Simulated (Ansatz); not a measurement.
Working through vertical and adiabatic energies of changing the electron count of CH5FGe, SMILES F[CH2][GeH3]

Computed with Ansatz 0.2.0 through its Python package.

Notebook, run cell by cell (the value of a cell's last expression is shown):

**Cell 1**
```python
import ansatz as az
from ase import Atoms
import numpy as np

atoms = Atoms(["F", "C", "Ge", "H", "H", "H", "H", "H"], positions=[
    (-1.1323, 1.3374, -0.69),
    (-0.5869, 0.1402, -0.828),
    (0.5018, -0.1958, 0.7131),
    (0.1165, 0.1356, -1.7467),
    (-1.3639, -0.647, -0.9154),
    (-0.3406, -0.1559, 2.0048),
    (1.2309, -1.5857, 0.5885),
    (1.6665, 0.9141, 0.8179),
])
geometry = az.Crystal.molecule_from_ase(atoms)

job = (
    geometry.calculation()
    .basis(gaussian="def2-SVP")
    .functional("pbe")
)
symbols = [site.symbol for site in geometry.cartesian_sites]
start = np.array([site.position_ang for site in geometry.cartesian_sites], dtype=float)
summary = job.relax(force_tolerance=0.01, max_steps=100).run().report
end = np.array(summary["positions_ang"])
```

**Cell 2**
```python
minimum = az.Crystal.molecule()
for symbol, place in zip(symbols, end):
    minimum = minimum.atom(symbol, place.tolist())
ion = minimum.calculation().basis(gaussian="def2-SVP").functional("pbe").charge(1).spin("collinear", total=1)
vertical = ion.run().report
settled = ion.relax(force_tolerance=0.01, max_steps=80).run().report
print(f"vertical ionisation energy   {vertical['free_energy_ev'] - summary['free_energy_ev']:.3f} eV")
print(f"adiabatic, no zero point     {settled['free_energy_ev'] - summary['free_energy_ev']:.3f} eV")
print(f"relaxation energy of the ion {vertical['free_energy_ev'] - settled['free_energy_ev']:.3f} eV")
ionised = np.array(settled["positions_ang"])
print("final positions (A) and the move of each atom")
for symbol, xyz, old in zip(symbols, ionised, end):
    print(f"{symbol:2s} {xyz[0]:10.5f} {xyz[1]:10.5f} {xyz[2]:10.5f}   {np.linalg.norm(xyz - old):7.4f}")
```
Output:
```text
vertical ionisation energy   10.435 eV
adiabatic, no zero point     9.564 eV
relaxation energy of the ion 0.871 eV
final positions (A) and the move of each atom
F    -1.16749    1.35629   -0.75138    0.0407
C    -0.64518    0.17436   -0.95004    0.1305
Ge    0.69242   -0.23771    0.93214    0.2262
H     0.16949    0.14567   -1.70517    0.1381
H    -1.34687   -0.67535   -0.80731    0.1399
H    -0.42326   -0.15433    1.98790    0.1080
H     1.17184   -1.62773    0.47275    0.1620
H     1.64106    0.96170    0.76531    0.1082
```

The energies are electronic: no zero-point or thermal terms, and the basis set is short of its limit. The product may relax into another structure. Each relaxation finds its nearest minimum, which needn't be the lowest. Timing: 100 s on 1 thread of Arm Neoverse N1, with other jobs on the host, peak memory 0.22 GiB.
